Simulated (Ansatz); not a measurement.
# Ti4C3: the cost of one run

Method: DFT PBE, scalar-relativistic, plane waves, PAW, in Ansatz 0.2.0.

## 1. Starting point

The structure is cubic, space group Pm-3m (No. 221). Conventional cell: a = 4.386 Å, b = 4.386 Å, c = 4.386 Å, α = 90.00°, β = 90.00°, γ = 90.00°. Ti (site symmetry 4/mmm) is surrounded by 4 C at 2.19 Å. Ti (site symmetry m-3m) is surrounded by 6 C at 2.19 Å. C (site symmetry 4/mmm) has 6 Ti at 2.19 Å as nearest neighbours.

Structure file:

```xyz
7
Lattice="4.3860 0.0000 0.0000 0.0000 4.3860 0.0000 0.0000 0.0000 4.3860" Properties=species:S:1:pos:R:3 pbc="T T T"
Ti    2.1930    0.0000    0.0000
Ti    0.0000    2.1930    0.0000
Ti    0.0000    0.0000    2.1930
Ti    2.1930    2.1930    2.1930
C     0.0000    2.1930    2.1930
C     2.1930    0.0000    2.1930
C     2.1930    2.1930    0.0000
```

The cell is invented: ordered vacancies on the anion sites of rock salt (Pm-3m, No. 221). The dimensions are guesses.

## 2. Probe: one point on a coarse mesh

File input.yaml:

```yaml
crystal:
  lattice:
    - [4.386, 0.0, 0.0]
    - [0.0, 4.386, 0.0]
    - [0.0, 0.0, 4.386]
  atoms:
    - { symbol: Ti, position: [0.5, 0.0, 0.0] }
    - { symbol: Ti, position: [0.0, 0.5, 0.0] }
    - { symbol: Ti, position: [0.0, 0.0, 0.5] }
    - { symbol: Ti, position: [0.5, 0.5, 0.5] }
    - { symbol: C, position: [0.0, 0.5, 0.5] }
    - { symbol: C, position: [0.5, 0.0, 0.5] }
    - { symbol: C, position: [0.5, 0.5, 0.0] }
basis:
  ecutwfc: 420
kpoints:
  mp_grid: { grid: [4, 4, 4] }
hamiltonian:
  xc: pbe
scf:
  occupations: { method: gaussian, width: 0.1 }
  lower_state_search: "off"
output:
  forces: true
  stress: true
  eigenvalues: true
```

Started as:

```console
> ansatz run input.yaml --threads 1 --pin off --max-ram 2048MiB --backend cpu --events-out ev --progress --plain --runs-dir out
```

What time and memory should one allow on 1 thread of Intel Xeon Platinum 8259CL at 2.50GHz (Skylake/Cascade Lake), shared host?

About 3.1 s, with a peak of 0.4 GiB.
